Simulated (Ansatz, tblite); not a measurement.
**The cluster Al9Sb8Cl3: one state, many levels**

How do method and basis change the picture of the cluster Al9Sb8Cl3 (singlet)?

Program: Ansatz 0.2.0, Gaussian basis. Level of theory: as each input shows. These are calculated values, not measurements.

The runs, in order: GFN1-xTB, GFN2-xTB, PBE-D4/def2-SVP, r2SCAN-D4/def2-SVP, ωB97M-V/def2-SVP, B2PLYP/def2-SVP, ωB97X-V/def2-SVP, PBE0-D4/def2-TZVP, PBE-D4/def2-TZVP, MP2/def2-SVP, RPA/def2-SVP.

2 further runs of the same task are left out: 1 that didn't finish, 1 set aside as unsound or not needed. Runs told in other sessions of the task aren't counted.

**1. The structure**

The geometry is that of the singlet, from an earlier relaxation (PBE-D4/def2-SVP).

20 atoms, charge 0, spin multiplicity 1.

Bond lengths: Sb1–Sb2 3.158 Å, Sb1–Al9 2.620 Å, Sb1–Al12 2.582 Å, Sb2–Al9 2.994 Å, Sb2–Al11 2.714 Å, Sb2–Al12 2.938 Å, Sb2–Al13 2.830 Å, Sb3–Al10 2.770 Å, Sb3–Al14 2.654 Å, Sb3–Al15 2.620 Å, Sb4–Al10 2.964 Å, Sb4–Al11 2.687 Å, Sb4–Al14 2.806 Å, Sb4–Al15 2.803 Å, Sb4–Al16 2.948 Å, Sb5–Al9 2.738 Å, Sb5–Al10 2.645 Å, Sb5–Al11 2.916 Å and more. Angles: Sb2–Sb1–Al9 61.6°, Sb2–Sb1–Al12 60.6°, Al9–Sb1–Al12 73.2°, Sb1–Sb2–Al9 50.3°, Sb1–Sb2–Al11 102.2°, Sb1–Sb2–Al12 50.0°, Sb1–Sb2–Al13 108.2°, Al9–Sb2–Al11 58.9°, Al9–Sb2–Al12 63.1°, Al9–Sb2–Al13 104.2°, Al11–Sb2–Al12 73.5°, Al11–Sb2–Al13 61.5°, Al12–Sb2–Al13 58.6°, Al10–Sb3–Al14 59.4°, Al10–Sb3–Al15 64.7°, Al14–Sb3–Al15 75.3°, Al10–Sb4–Al11 63.5°, Al10–Sb4–Al14 55.5° and more.

Sb takes a core potential in the def2 sets. No spin-orbit coupling is included.

PBE0-D4/def2-SVP was run before; its log isn't repeated, and its numbers join the tables.

**2. GFN1-xTB**

Tight binding, by tblite at 300 K electronic temperature and without a spin-polarisation term:

```python
tblite.interface.Calculator('GFN1-xTB', numbers, positions, charge=0, uhf=0).singlepoint()
```

Energy -1221.0865 eV, HOMO -8.26 eV, LUMO -7.71 eV; 0.23 s.

**3. GFN2-xTB**

Tight binding, by tblite at 300 K electronic temperature and without a spin-polarisation term:

```python
tblite.interface.Calculator('GFN2-xTB', numbers, positions, charge=0, uhf=0).singlepoint()
```

Energy -1123.2448 eV, HOMO -8.14 eV, LUMO -7.59 eV; 0.57 s.

**4. PBE-D4/def2-SVP**

start.molden holds the orbitals of an earlier run on this state, given as this run's starting guess.

in.yaml reads:

```yaml
crystal:
  periodic: [false, false, false]
  atoms:
    - {symbol: Sb, position_ang: [-1.221481, -3.425567, 3.565336]}
    - {symbol: Sb, position_ang: [1.030935, -3.082582, 1.379251]}
    - {symbol: Sb, position_ang: [-1.758029, 3.394302, -2.305944]}
    - {symbol: Sb, position_ang: [0.761143, -0.105681, -2.355640]}
    - {symbol: Sb, position_ang: [-1.910820, 0.616648, 1.484270]}
    - {symbol: Sb, position_ang: [1.800953, 0.696881, 4.162035]}
    - {symbol: Sb, position_ang: [2.127609, 3.340634, 0.490189]}
    - {symbol: Sb, position_ang: [4.166404, -1.261481, 0.059463]}
    - {symbol: Al, position_ang: [-1.802997, -2.117276, 1.371488]}
    - {symbol: Al, position_ang: [-1.756636, 0.880727, -1.142567]}
    - {symbol: Al, position_ang: [0.357135, -0.718687, 0.229505]}
    - {symbol: Al, position_ang: [0.229656, -1.290204, 3.565187]}
    - {symbol: Al, position_ang: [2.547082, -0.782749, 2.028523]}
    - {symbol: Al, position_ang: [-1.265696, 1.230786, -3.762099]}
    - {symbol: Al, position_ang: [0.576390, 2.547497, -1.469843]}
    - {symbol: Al, position_ang: [2.654068, 0.819486, -0.293002]}
    - {symbol: Al, position_ang: [0.731420, 1.423725, 1.776751]}
    - {symbol: Cl, position_ang: [-3.117324, -2.857386, -0.146974]}
    - {symbol: Cl, position_ang: [-2.980513, -0.213914, -2.765998]}
    - {symbol: Cl, position_ang: [-1.186199, 0.854340, -5.846429]}
basis:
  gaussian: {orbitals: def2-SVP, fitting: {mean_field: def2-universal-jkfit}, initial_orbitals: start.molden}
hamiltonian: {xc: pbe, dispersion: d4}
scf: {omitted_lower_state_checks: [starts]}
output: {orbitals: {seedname: orbitals}}
```

Launch:

```
$ ansatz run in.yaml --threads 2 --pin off --events-out ev --progress --plain --max-ram 31744MiB --backend cuda --devices 0, --max-vram 18GiB
```

What it wrote:

```text
Functional definition: PBE
  name "PBE"
  cite "Perdew, Burke & Ernzerhof, Phys. Rev. Lett. 77, 3865 (1996) doi:10.1103/PhysRevLett.77.3865"
  parent pbe
  parameter kappa = 0.804
  parameter beta = 0.06672455060314922
  exchange = pbe_x(kappa = kappa, mu = beta*pi^2/3)
  correlation = pbe_c(beta = beta)
these checks for a lower state are left out or cut short: starts
3280 factors; integrals over basis functions are off by at most 3.0e-2 eV
mean field evaluation 1: about -149184.7050 eV, gradient 1.3e1 eV
mean field evaluation 2: about -149185.0945 eV, gradient 4.1e-1 eV
mean field evaluation 4: about -149185.1002 eV, gradient 5.5e-3 eV
mean field -149185.10019095 eV, -5482.4513107246 hartree, gradient 2.0e-5 eV, S^2 0.000000; 0 other end points of the search recorded, 0 dependent functions left out
reference -149185.10025240 eV, -5482.4513129827 hartree; 176, 176 occupied and 248, 248 virtual orbitals, 3280 factors
Total energy: -149187.97745363 eV, -5482.5570481778 hartree
Checks for a lower state left out: starts
```

Wall time 3.8 s (1 × H100 (card shared with other runs) with 2 threads of AMD EPYC 7R13, shared host); peak host memory 0.95 GiB.

Report: HOMO -4.59 eV, LUMO -3.76 eV.

**5. r2SCAN-D4/def2-SVP**

in.yaml: that of step 4 with these lines changed.

```diff
@@ -25,4 +25,4 @@
   gaussian: {orbitals: def2-SVP, fitting: {mean_field: def2-universal-jkfit}, initial_orbitals: start.molden}
-hamiltonian: {xc: pbe, dispersion: d4}
+hamiltonian: {xc: r2scan, dispersion: d4}
 scf: {omitted_lower_state_checks: [starts]}
-output: {orbitals: {seedname: orbitals}}
+output: {forces: true, orbitals: {seedname: orbitals}}
```

The command is unchanged.

What it wrote, shortened:

```text
Functional definition: r2SCAN
  name "r2SCAN"
  cite "Furness, Kaplan, Ning, Perdew & Sun, J. Phys. Chem. Lett. 11, 8208 (2020) doi:10.1021/acs.jpclett.0c02405"
  cite "Furness, Kaplan, Ning, Perdew & Sun, J. Phys. Chem. Lett. 11, 9248 (2020) doi:10.1021/acs.jpclett.0c03077"
  parent r2scan
[...]
3280 factors; integrals over basis functions are off by at most 3.0e-2 eV
[...]
mean field -149246.59557422 eV, -5484.7112243766 hartree, gradient 1.6e-5 eV, S^2 0.000000; 0 other end points of the search recorded, 0 dependent functions left out
[...]
reference -149246.59559167 eV, -5484.7112250181 hartree; 176, 176 occupied and 248, 248 virtual orbitals, 3280 factors
Total energy: -149247.29638701 eV, -5484.7369787717 hartree
Atom 0 at    -1.221481    -3.425567     3.565336 Å, force     0.088796     0.184313    -0.130656 eV/Å
[...]
Atom 11 at     0.229656    -1.290204     3.565187 Å, force     0.059476    -0.066276     0.018179 eV/Å
Atom 12 at     2.547082    -0.782749     2.028523 Å, force     0.018404    -0.005931    -0.089857 eV/Å
Atom 13 at    -1.265696     1.230786    -3.762099 Å, force    -0.039459    -0.020273    -0.060458 eV/Å
Atom 14 at     0.576390     2.547497    -1.469843 Å, force    -0.028726     0.080394     0.017738 eV/Å
Atom 15 at     2.654068     0.819486    -0.293002 Å, force     0.031635    -0.057573     0.056981 eV/Å
Atom 16 at     0.731420     1.423725     1.776751 Å, force     0.075548     0.010015     0.068518 eV/Å
Atom 17 at    -3.117324    -2.857386    -0.146974 Å, force     0.086382     0.048231     0.109736 eV/Å
Atom 18 at    -2.980513    -0.213914    -2.765998 Å, force     0.099487     0.093280     0.041895 eV/Å
Atom 19 at    -1.186199     0.854340    -5.846429 Å, force    -0.011267     0.034537     0.185446 eV/Å
Dipole moment:    -0.033608     0.296980     0.561020 e Å
Checks for a lower state left out: starts
```

Wall time 9.5 s (1 × H100 (card shared with other runs) with 2 threads of AMD EPYC 7R13, shared host); peak host memory 1 GiB.

Report: HOMO -4.77 eV, LUMO -3.80 eV.

**6. ωB97M-V/def2-SVP**

in.yaml: that of step 5 with these lines changed.

```diff
@@ -25,4 +25,4 @@
   gaussian: {orbitals: def2-SVP, fitting: {mean_field: def2-universal-jkfit}, initial_orbitals: start.molden}
-hamiltonian: {xc: r2scan, dispersion: d4}
+hamiltonian: {xc: {name: wB97M-V}}
 scf: {omitted_lower_state_checks: [starts]}
-output: {forces: true, orbitals: {seedname: orbitals}}
+output: {orbitals: {seedname: orbitals}}
```

Same command.

What it wrote, shortened:

```text
Functional definition: wB97M-V
  name "wB97M-V"
  cite "Mardirossian & Head-Gordon, J. Chem. Phys. 144, 214110 (2016) doi:10.1063/1.4952647"
  cite "Becke, J. Chem. Phys. 107, 8554 (1997) doi:10.1063/1.475007"
  cite "Vydrov & Van Voorhis, J. Chem. Phys. 133, 244103 (2010) doi:10.1063/1.3521275"
  # Of w^i u^j: cxij and so on, Table III.
[...]
  gx(w, u) = 1 - cx + cx01*u + cx10*w
  gss(w, u) = css00 + css04*u^4 + css10*w + css20*w^2 + css43*w^4*u^3
  gos(w, u) = cos00 + cos10*w + (cos20 + cos21*u)*w^2 + (cos60 + cos61*u)*w^6
[...]
      + integral(e_c_pw_mod_opposite_spin*gos(b97_w_opposite, b97_u_opposite)) + vv10(b, c)
[...]
3280 factors; integrals over basis functions are off by at most 3.0e-2 eV
3280 factors; integrals over basis functions are off by at most 3.4e-7 eV
[...]
mean field -149220.65822302 eV, -5483.7580443009 hartree, gradient 7.3e-5 eV, S^2 0.000000; 0 other end points of the search recorded, 0 dependent functions left out
reference -149220.65829727 eV, -5483.7580470299 hartree; 176, 176 occupied and 248, 248 virtual orbitals, 3280 factors
Total energy: -149220.65829727 eV, -5483.7580470299 hartree
Checks for a lower state left out: starts
```

It took 15 s on 1 × H100 (card shared with other runs) with 2 threads of AMD EPYC 7R13, shared host; peak host memory 1.3 GiB.

HOMO -6.61 eV, LUMO -1.91 eV.

**7. B2PLYP/def2-SVP**

in.yaml: that of step 6 with these lines changed.

```diff
@@ -25,4 +25,3 @@
   gaussian: {orbitals: def2-SVP, fitting: {mean_field: def2-universal-jkfit}, initial_orbitals: start.molden}
-hamiltonian: {xc: {name: wB97M-V}}
+hamiltonian: {xc: {name: B2PLYP}}
 scf: {omitted_lower_state_checks: [starts]}
-output: {orbitals: {seedname: orbitals}}
```

The command is unchanged.

What it wrote, shortened:

```text
Functional definition: B2PLYP
  name "B2PLYP"
  cite "Grimme, J. Chem. Phys. 124, 034108 (2006) doi:10.1063/1.2148954"
  cite "Becke, Phys. Rev. A 38, 3098 (1988) doi:10.1103/PhysRevA.38.3098"
  cite "Lee, Yang & Parr, Phys. Rev. B 37, 785 (1988) doi:10.1103/PhysRevB.37.785"
[...]
3280 factors; integrals over basis functions are off by at most 3.0e-2 eV
[...]
mean field -149111.22052880 eV, -5479.7362832181 hartree, gradient 1.8e-6 eV, S^2 0.000000; 0 other end points of the search recorded, 0 dependent functions left out
92 core orbitals not correlated: weight in the atoms' cores, before any rotation towards them, 1.000 or more for the frozen orbitals, at most 0.000 for the correlated occupied ones
reference -149111.22080704 eV, -5479.7362934431 hartree; 84, 84 occupied and 248, 248 virtual orbitals, 3280 factors
second order -69.98579179 eV of doubles, -0.00000000 eV of singles
Total energy: -149130.11697082 eV, -5480.4307146538 hartree
Checks for a lower state left out: starts
```

Wall time 9.5 s (1 × H100 (card shared with other runs) with 2 threads of AMD EPYC 7R13, shared host); peak host memory 2.5 GiB.

**8. ωB97X-V/def2-SVP**

in.yaml: that of step 7 with these lines changed.

```diff
@@ -25,3 +25,4 @@
   gaussian: {orbitals: def2-SVP, fitting: {mean_field: def2-universal-jkfit}, initial_orbitals: start.molden}
-hamiltonian: {xc: {name: B2PLYP}}
+hamiltonian: {xc: {name: wB97X-V}}
 scf: {omitted_lower_state_checks: [starts]}
+output: {orbitals: {seedname: orbitals}}
```

Launched as before.

What it wrote, shortened:

```text
Functional definition: wB97X-V
  name "wB97X-V"
  cite "Mardirossian & Head-Gordon, Phys. Chem. Chem. Phys. 16, 9904 (2014) doi:10.1039/C3CP54374A"
  cite "Becke, J. Chem. Phys. 107, 8554 (1997) doi:10.1063/1.475007"
  cite "Vydrov & Van Voorhis, J. Chem. Phys. 133, 244103 (2010) doi:10.1063/1.3521275"
[...]
      + integral(e_c_pw_opposite_spin*poly(b97_u_opposite, cos0, cos1)) + vv10(b, c)
[...]
3280 factors; integrals over basis functions are off by at most 3.0e-2 eV
3280 factors; integrals over basis functions are off by at most 3.4e-7 eV
[...]
mean field -149212.32398895 eV, -5483.4517668481 hartree, gradient 6.6e-5 eV, S^2 0.000000; 0 other end points of the search recorded, 0 dependent functions left out
reference -149212.32398591 eV, -5483.4517667366 hartree; 176, 176 occupied and 248, 248 virtual orbitals, 3280 factors
Total energy: -149212.32398591 eV, -5483.4517667366 hartree
Checks for a lower state left out: starts
```

Run time: 15 s. Hardware: 1 × H100 (card shared with other runs) with 2 threads of AMD EPYC 7R13, shared host; peak host memory 1.2 GiB.

HOMO -6.67 eV, LUMO -1.79 eV.

**9. PBE0-D4/def2-TZVP**

in.yaml: that of step 8 with these lines changed.

```diff
@@ -24,4 +24,4 @@
 basis:
-  gaussian: {orbitals: def2-SVP, fitting: {mean_field: def2-universal-jkfit}, initial_orbitals: start.molden}
-hamiltonian: {xc: {name: wB97X-V}}
+  gaussian: {orbitals: def2-TZVP, fitting: {mean_field: def2-universal-jkfit}, initial_orbitals: start.molden}
+hamiltonian: {xc: pbe0, dispersion: d4}
 scf: {omitted_lower_state_checks: [starts]}
```

Same command.

What it wrote, shortened:

```text
Functional definition: PBE0
  name "PBE0"
  cite "Adamo & Barone, J. Chem. Phys. 110, 6158 (1999) doi:10.1063/1.478522"
  cite "Perdew, Burke & Ernzerhof, Phys. Rev. Lett. 77, 3865 (1996) doi:10.1103/PhysRevLett.77.3865"
  parent pbe
[...]
3280 factors; integrals over basis functions are off by at most 6.9e-1 eV
[...]
mean field -149230.88075152 eV, -5484.1337152943 hartree, gradient 2.6e-5 eV, S^2 0.000000; 0 other end points of the search recorded, 0 dependent functions left out
reference -149230.88080460 eV, -5484.1337172449 hartree; 176, 176 occupied and 668, 668 virtual orbitals, 3280 factors
Total energy: -149233.50696480 eV, -5484.2302268521 hartree
Checks for a lower state left out: starts
```

It took 10 s on 1 × H100 (card shared with other runs) with 2 threads of AMD EPYC 7R13, shared host; peak host memory 1.2 GiB.

Report: HOMO -5.19 eV, LUMO -3.31 eV.

**10. PBE-D4/def2-TZVP**

in.yaml: that of step 9 with these lines changed.

```diff
@@ -25,3 +25,3 @@
   gaussian: {orbitals: def2-TZVP, fitting: {mean_field: def2-universal-jkfit}, initial_orbitals: start.molden}
-hamiltonian: {xc: pbe0, dispersion: d4}
+hamiltonian: {xc: pbe, dispersion: d4}
 scf: {omitted_lower_state_checks: [starts]}
```

The command is unchanged.

What it wrote:

```text
Functional definition: PBE
  name "PBE"
  cite "Perdew, Burke & Ernzerhof, Phys. Rev. Lett. 77, 3865 (1996) doi:10.1103/PhysRevLett.77.3865"
  parent pbe
  parameter kappa = 0.804
  parameter beta = 0.06672455060314922
  exchange = pbe_x(kappa = kappa, mu = beta*pi^2/3)
  correlation = pbe_c(beta = beta)
these checks for a lower state are left out or cut short: starts
3280 factors; integrals over basis functions are off by at most 6.9e-1 eV
mean field evaluation 1: about -149212.5917 eV, gradient 2.4e2 eV
mean field evaluation 2: about -149220.0747 eV, gradient 9.9e0 eV
mean field evaluation 4: about -149220.4335 eV, gradient 3.6e-1 eV
mean field evaluation 8: about -149220.4349 eV, gradient 1.8e-5 eV
mean field -149220.43491937 eV, -5483.7498380433 hartree, gradient 1.8e-5 eV, S^2 0.000000; 0 other end points of the search recorded, 0 dependent functions left out
reference -149220.43498873 eV, -5483.7498405922 hartree; 176, 176 occupied and 668, 668 virtual orbitals, 3280 factors
Total energy: -149223.31218997 eV, -5483.8555757874 hartree
Checks for a lower state left out: starts
```

Wall time 7 s (1 × H100 (card shared with other runs) with 2 threads of AMD EPYC 7R13, shared host); peak host memory 1.2 GiB.

From the report: HOMO -4.60 eV, LUMO -3.78 eV.

**11. MP2/def2-SVP**

in.yaml: that of step 10 with these lines changed.

```diff
@@ -24,4 +24,4 @@
 basis:
-  gaussian: {orbitals: def2-TZVP, fitting: {mean_field: def2-universal-jkfit}, initial_orbitals: start.molden}
-hamiltonian: {xc: pbe, dispersion: d4}
+  gaussian: {orbitals: def2-SVP, initial_orbitals: start.molden}
+correlation: {method: mp2}
 scf: {omitted_lower_state_checks: [starts]}
```

Same command.

What it wrote, shortened:

```text
Functional definition: HF
  name "HF"
  cite "Fock, Z. Phys. 61, 126 (1930) doi:10.1007/BF01340294"
  parent pbe
[...]
4571 factors; integrals over basis functions are off by at most 8.7e-4 eV
[...]
mean field -148829.03293479 eV, -5469.3660804116 hartree, gradient 2.1e-6 eV, S^2 0.000000; 0 other end points of the search recorded, 0 dependent functions left out; unrestricted orbitals would lower it
[...]
92 core orbitals not correlated: weight in the atoms' cores, before any rotation towards them, 1.000 or more for the frozen orbitals, at most 0.000 for the correlated occupied ones
reference -148829.03293479 eV, -5469.3660804116 hartree; 84, 84 occupied and 248, 248 virtual orbitals, 4571 factors
second order -54.04083566 eV of doubles, -0.00000000 eV of singles
Total energy: -148883.07377045 eV, -5471.3520444920 hartree
Checks for a lower state left out: starts
```

Run time: 8 s. Hardware: 1 × H100 (card shared with other runs) with 2 threads of AMD EPYC 7R13, shared host; peak host memory 1.1 GiB.

Report: Hartree-Fock HOMO -6.27 eV, LUMO -0.88 eV. Doubts: restricted state is unstable towards broken spin symmetry.

**12. RPA/def2-SVP**

in.yaml: that of step 11 with these lines changed.

```diff
@@ -25,4 +25,4 @@
   gaussian: {orbitals: def2-SVP, initial_orbitals: start.molden}
-correlation: {method: mp2}
+hamiltonian: {xc: pbe}
+correlation: {method: rpa}
 scf: {omitted_lower_state_checks: [starts]}
-output: {orbitals: {seedname: orbitals}}
```

Launched as before.

What it wrote, shortened:

```text
Functional definition: PBE
  name "PBE"
  cite "Perdew, Burke & Ernzerhof, Phys. Rev. Lett. 77, 3865 (1996) doi:10.1103/PhysRevLett.77.3865"
  parent pbe
[...]
4571 factors; integrals over basis functions are off by at most 8.7e-4 eV
[...]
mean field -149185.09327794 eV, -5482.4510566763 hartree, gradient 1.9e-6 eV, S^2 0.000000; 0 other end points of the search recorded, 0 dependent functions left out
92 core orbitals not correlated: weight in the atoms' cores, before any rotation towards them, 1.000 or more for the frozen orbitals, at most 0.000 for the correlated occupied ones
reference -148823.34106260 eV, -5469.1569079670 hartree; 84, 84 occupied and 248, 248 virtual orbitals, 4571 factors
Total energy: -148906.19179617 eV, -5472.2016162672 hartree
Checks for a lower state left out: starts
```

It took 10 s on 1 × H100 (card shared with other runs) with 2 threads of AMD EPYC 7R13, shared host; peak host memory 2.7 GiB.

**13. Levels side by side**

```csv
level,functions,HOMO (eV),LUMO (eV),gap (eV),time
PBE-D4/def2-SVP,424,-4.59,-3.76,0.82,3.8 s
PBE-D4/def2-TZVP,844,-4.60,-3.78,0.82,7 s
r2SCAN-D4/def2-SVP,424,-4.77,-3.80,0.97,9.5 s
PBE0-D4/def2-SVP,424,-5.20,-3.34,1.86,4.7 s
PBE0-D4/def2-TZVP,844,-5.19,-3.31,1.88,10 s
ωB97X-V/def2-SVP,424,-6.67,-1.79,4.88,15 s
ωB97M-V/def2-SVP,424,-6.61,-1.91,4.70,15 s
```

Energy pieces by basis (eV):

```csv
basis,HF,MP2 correlation,total
def2-SVP,-148829.0329,-54.0408,-148883.0738 (MP2)
```

**14. Binding energy**

Free atoms were run apart at each level; binding is atoms less cluster, divided by the number of atoms, without zero-point or spin-orbit terms.

```csv
level,binding an atom (eV)
HF/def2-SVP,1.520
PBE-D4/def2-SVP,3.099
PBE-D4/def2-TZVP,3.092
r2SCAN-D4/def2-SVP,2.987
PBE0-D4/def2-SVP,3.007
PBE0-D4/def2-TZVP,3.014
ωB97X-V/def2-SVP,2.926
ωB97M-V/def2-SVP,2.853
B2PLYP/def2-SVP,2.661
RPA/def2-SVP,2.376
MP2/def2-SVP,2.711
```

**15. Outcome**

```
                                                quantity                                value
gap in def2-SVP, named functionals, smallest and largest  0.82 eV (PBE-D4), 4.88 eV (ωB97X-V)
                        correlation energy, MP2/def2-SVP                            -54.04 eV
                binding an atom, functionals in def2-SVP    2.66 (B2PLYP) to 3.10 eV (PBE-D4)
         PBE0 total energy, smallest basis above largest       34.82 eV (def2-SVP, def2-TZVP)
```

Orbital gaps of the named functionals in def2-SVP span 0.82 eV (PBE-D4) to 4.88 eV (ωB97X-V); exact exchange widens it.

The slowest run with a step of its own, ωB97M-V/def2-SVP, took 15 s; the quickest functional in def2-SVP took 3.8 s (shared host).
